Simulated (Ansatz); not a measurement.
# Ba2ZnCu2Se2O2: the cost of one run

Program: Ansatz 0.2.0. Level of theory: DFT PBE, scalar-relativistic, plane waves, PAW. These are calculated values, not measurements.

## Step 1: Starting point

Symmetry: I4/mmm, No. 139, tetragonal system. The conventional cell has a = 4.206 Å, b = 4.206 Å, c = 19.021 Å, α = 90.00°, β = 90.00°, γ = 90.00°. Ba (site symmetry 4mm) is surrounded by 4 O at 2.72 Å. Zn (site symmetry 4/mmm) has 4 O at 2.10 Å as nearest neighbours. Cu (site symmetry -4m2) is surrounded by 4 Se at 2.54 Å. Around Se (site symmetry 4mm) lie 4 Cu at 2.54 Å. O (site symmetry mmm) has 2 Zn at 2.10 Å and 4 Ba at 2.72 Å as nearest neighbours.

Coordinates:

```cif
data_structure
_symmetry_space_group_name_H-M 'P 1'
_symmetry_Int_Tables_number 1
_cell_length_a 9.9645
_cell_length_b 9.9645
_cell_length_c 9.9645
_cell_angle_alpha 155.634
_cell_angle_beta 155.634
_cell_angle_gamma 34.730
_cell_volume 168.23
loop_
_atom_site_label
_atom_site_type_symbol
_atom_site_fract_x
_atom_site_fract_y
_atom_site_fract_z
_atom_site_occupancy
Ba1 Ba 0.09066 0.09066 0.00000 1
Ba2 Ba 0.90934 0.90934 0.00000 1
Zn1 Zn 0.50000 0.50000 0.00000 1
Cu1 Cu 0.75000 0.25000 0.50000 1
Cu2 Cu 0.25000 0.75000 0.50000 1
Se1 Se 0.67466 0.67466 0.00000 1
Se2 Se 0.32534 0.32534 0.00000 1
O1 O 0.00000 0.50000 0.50000 1
O2 O 0.50000 0.00000 0.50000 1
```

(A quick probe on a coarse mesh, which set the mesh and smearing, is not shown.)

## Step 3: The relaxation

input.yaml reads:

```yaml
crystal:
  lattice:
    - [-2.102895, 2.102895, 9.51035]
    - [2.102895, -2.102895, 9.51035]
    - [2.102895, 2.102895, -9.51035]
  atoms:
    - { symbol: Ba, position: [0.09066, 0.09066, 0.0] }
    - { symbol: Ba, position: [0.90934, 0.90934, 0.0] }
    - { symbol: Zn, position: [0.5, 0.5, 0.0] }
    - { symbol: Cu, position: [0.75, 0.25, 0.5] }
    - { symbol: Cu, position: [0.25, 0.75, 0.5] }
    - { symbol: Se, position: [0.674656, 0.674656, 0.0] }
    - { symbol: Se, position: [0.325344, 0.325344, 0.0] }
    - { symbol: O, position: [0.0, 0.5, 0.5] }
    - { symbol: O, position: [0.5, 0.0, 0.5] }
basis:
  ecutwfc: 420
kpoints:
  mp_grid: { grid: [12, 12, 12] }
hamiltonian:
  xc: pbe
scf:
  occupations: { method: gaussian, width: 0.01 }
output:
  forces: true
  stress: true
  eigenvalues: true
relax:
  adjacent_minimum: "off"
  f_tol: 0.005
  max_steps: 80
  cell: { stress_tol: 0.05 }
```

Command:

```sh
ansatz run input.yaml --threads 4 --pin off --max-ram 10240MiB --backend cpu --events-out ev --progress --plain --runs-dir out
```

**Question.** How long does this run take on 4 threads of AMD EPYC 9R45 (Zen 5), shared host, and how much memory does it need?

About 2.1 min, with a peak of 1.6 GiB.
